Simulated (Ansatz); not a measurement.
Working through a rigid torsion scan of CH5BO2Si, SMILES O=C[SiH2]BO

Computed with Ansatz 0.2.0 through its Python package.

Run as a notebook:

In [1]:
```python
import ansatz
from ase import Atoms
```

In [2]:
```python
atoms = Atoms(["O", "C", "Si", "B", "O", "H", "H", "H", "H", "H"], positions=[
    [-1.7503, -0.697, 1.378],
    [-1.7912, -0.1616, 0.2501],
    [-0.3247, 0.7364, -0.3616],
    [1.2926, -0.4717, -0.3987],
    [1.6678, -1.1468, 0.8117],
    [-2.6589, -0.2291, -0.39],
    [0.0344, 1.8551, 0.563],
    [-0.5028, 1.2702, -1.7075],
    [1.7717, -0.6833, -1.3757],
    [2.3445, -0.5234, 1.2338],
])
```

In [3]:
```python
first = (
    ansatz.Crystal.molecule_from_ase(atoms).calculation()
    .basis(gaussian="def2-SVP")
    .functional("cam_b3lyp")
    .relax(force_tolerance=0.02, max_steps=80)
)
atoms.positions = first.run(threads=1).report["positions_ang"]
```

In [4]:
```python
start = atoms.get_dihedral(1, 2, 3, 4)
energies = {}
for turn in range(0, 360, 30):
    turned = atoms.copy()
    turned.set_dihedral(1, 2, 3, 4, start + turn, indices=[3, 4, 8, 9])
    job = (
        ansatz.Crystal.molecule_from_ase(turned).calculation()
        .basis(gaussian="def2-SVP")
        .functional("cam_b3lyp")
    )
    energies[round((start + turn) % 360)] = job.run(threads=1).report["free_energy_ev"]
floor = min(energies.values())
print("dihedral C1-Si2-B3-O4 (deg)   E - E(min) (kJ/mol)")
for angle, e in sorted(energies.items()):
    print(f"{angle:8d} {96.485332 * (e - floor):14.3f}  " + "#" * int(30 * (e - floor) / max(max(energies.values()) - floor, 1e-9)))
```
```text
dihedral C1-Si2-B3-O4 (deg)   E - E(min) (kJ/mol)
      30         21.156  #############
      60         35.816  ######################
      90         36.827  #######################
     120         38.010  ########################
     150         43.647  ###########################
     180         46.954  ##############################
     210         43.654  ###########################
     240         38.003  ########################
     270         36.807  #######################
     300         35.804  ######################
     330         21.144  #############
     360          0.000
```

Notes:
- The settings weren't tested for convergence.
- The scan is rigid and the energies are electronic, in a modest basis. With rigid groups the curve can differ much from the relaxed path, the start wasn't checked as a minimum of this torsion, and equivalent turns needn't return to the same energy.
- Timing: 2.5 min on 1 thread of Arm Neoverse V2 (shared host), peak memory 0.31 GiB.
